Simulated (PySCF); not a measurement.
# A diatomic session: CsH

Aim: find the lowest electronic state of CsH, scan its bond at several levels of theory, and get bond length, wavenumber and dissociation energy from each curve.

Program: PySCF 2.14.0. Level of theory: Cs def2-SVPD with ECP46, H def2-SVPD, scalar-relativistic core potentials. These are calculated values, not measurements.

## (1) Input

The job is set up so:

```yaml
atoms: Cs, H
charge: 0
basis: Cs def2-SVPD with ECP46, H def2-SVPD
Hamiltonian: scalar-relativistic core potentials
basis_functions: 35
electrons_treated: 10
masses_in_u: 132.9054, 1.0078
levels: PBE0, PBE, r²SCAN, revPBE, B97-3, PBEsol, LC-ωPBE, HF, MP2, SCS-MP2, CCSD, CCSD(T)
grid: 80 radial by 434 angular points
occupations: held fixed by the projection of orbital angular momentum
dissociation_limit: Cs + H, each in its ground configuration
starting_distance_in_angstrom: 2.525
values_of_2S_to_try: 0, 2
```

Run with:

```
OMP_NUM_THREADS=1 python dia.py task.json out
```

Further steps of the session: The PBE0 curve of the state that the search chose; Excited determinants; PBE (GGA); r²SCAN; revPBE (GGA); B97-3 (global hybrid GGA); PBEsol; LC-ωPBE (range-separated hybrid); RHF (mean field); Correlated methods on the Hartree–Fock reference.

Q: Predict the outcome of this session. Wanted: for each run, Re; ωe; De; μ.

**Answer**, as computed:

Lowest PBE0 solution found, without spin–orbit coupling: ¹Σ⁺ (singlet), closed shell. The other levels ran on it alone.

```csv
level,Re (Å),ωe (cm⁻¹),De (eV),μ (D)
RHF,2.666,852,0.74,-9.89
RHF-MP2,2.615,872,1.32,n/a
RHF-SCS-MP2,2.624,863,1.46,n/a
RHF-CCSD,2.633,843,1.54,n/a
RHF-CCSD(T),2.631,843,1.56,n/a
PBE,2.583,843,1.65,-7.37
PBEsol,2.563,859,1.71,-7.27
revPBE,2.601,825,1.67,-7.53
r²SCAN,2.597,855,1.68,-8.29
PBE0,2.578,871,1.58,-8.17
B97-3,2.595,855,1.72,-8.49
LC-ωPBE,2.592,890,1.68,-9.29
```

De is counted to Cs + H in their ground configurations. A positive dipole means Cs(−)H(+).

**Reading.** The methods spread over 0.102 Å in bond length, from PBEsol to RHF. Among the levels with a De in the table, it runs from 0.74 eV (RHF) to 1.72 eV (B97-3).

Spin–orbit coupling is left out. T1 is 0.022 near the minimum (highest on the curve 0.025), which may point to more than one leading configuration.
